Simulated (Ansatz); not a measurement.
**Hf: stress in a strained cell**

Aim: deform Hf (equal xx and yy strain of +2 %) and compute stress, forces and field gradients with LAPW, PAW and all-electron datasets made for the crystal.

Computed with Ansatz 0.2.0 (DFT LDA, scalar-relativistic, unless a step's input says otherwise).

## (1) The starting structure

It takes space group Fm-3m (No. 225, cubic). The conventional cell has a = 4.440 Å, b = 4.440 Å, c = 4.440 Å, α = 90.00°, β = 90.00°, γ = 90.00°. Around Hf (site symmetry m-3m) lie 12 Hf at 3.14 Å.

Coordinates:

```cif
data_structure
_symmetry_space_group_name_H-M 'P 1'
_symmetry_Int_Tables_number 1
_cell_length_a 3.1396
_cell_length_b 3.1396
_cell_length_c 3.1396
_cell_angle_alpha 60.000
_cell_angle_beta 60.000
_cell_angle_gamma 60.000
_cell_volume 21.88
loop_
_atom_site_label
_atom_site_type_symbol
_atom_site_fract_x
_atom_site_fract_y
_atom_site_fract_z
_atom_site_occupancy
Hf1 Hf 0.00000 0.00000 0.00000 1
```

## (2) After the deformation

Space group Fm-3m before, I4/mmm after.

## (3) Full-potential LAPW

input.yaml

```yaml
crystal:
  lattice:
    - [0.0, 2.2644, 2.22]
    - [2.2644, 0.0, 2.22]
    - [2.2644, 2.2644, 0.0]
  atoms:
    - { symbol: Hf, position: [0.0, 0.0, 0.0] }
kpoints:
  mp_grid: { grid: [13, 13, 13] }
  band_path:
    path:
      - [0.0, 0.0, 0.0]
      - [0.0, 0.5, 0.5]
      - [0.25, 0.75, 0.5]
      - [0.0, 0.5, 0.0]
      - [0.0, 0.0, 0.0]
      - [0.5, 0.5, 0.0]
      - [0.38005, 0.61995, 0.0]
      - [-0.38005, 0.38005, 0.0]
      - [0.0, 0.0, 0.0]
    npoints: 5
scf:
  occupations: { method: fermi_dirac, width: 0.03 }
hamiltonian:
  xc: lda
  pseudopotentials: { kind: all_electron, lapw: { basis_error: 0.001 } }
output:
  forces: true
  stress: true
  eigenvalues: true
```

On the command line:

```console
$ ansatz run input.yaml --threads 1 --pin off --max-ram 3072MiB --backend cpu --events-out ev --progress --plain --runs-dir out
```

## (4) PAW on the default files

input.yaml

```yaml
crystal:
  lattice:
    - [0.0, 2.2644, 2.22]
    - [2.2644, 0.0, 2.22]
    - [2.2644, 2.2644, 0.0]
  atoms:
    - { symbol: Hf, position: [0.0, 0.0, 0.0] }
kpoints:
  mp_grid: { grid: [13, 13, 13] }
scf:
  occupations: { method: fermi_dirac, width: 0.03 }
hamiltonian:
  xc: lda
  pseudopotentials: { kind: paw }
output:
  forces: true
  stress: true
  eigenvalues: true
  efg: { contact_densities: true }
  write_density: true
  write_potential: true
  elf: true
  volumetric_format: npy
```

## (5) Datasets made for this crystal

input.yaml: that of step 4 with these lines changed.

```diff
@@ -13,3 +13,3 @@
   xc: lda
-  pseudopotentials: { kind: paw }
+  pseudopotentials: { kind: all_electron, datasets: crystal }
 output:
@@ -19,5 +19 @@
   efg: { contact_densities: true }
-  write_density: true
-  write_potential: true
-  elf: true
-  volumetric_format: npy
```

(Steps that only read results are left out.)

What does the calculation give? Wanted: pressure; largest shear or deviatoric stress.

**Answer**, as computed:

```
                                 quantity                                              value
                                 pressure  LAPW -9.13, PAW -9.15, crystal datasets -9.13 GPa
largest shear or deviatoric stress (LAPW)                                           0.32 GPa
```

What this shows: The largest part of the stress beyond the pressure is 0.32 GPa in size, in the zz component. No run of the undeformed cell stands beside it, so the pressure holds what the given cell had before the change. PAW: stress within 0.03 GPa of LAPW. Crystal datasets: stress within 0.01 GPa of LAPW. Spin-orbit coupling is left out, though the cell holds Hf; in elements this heavy it can shift bands and gaps by tenths of an eV.
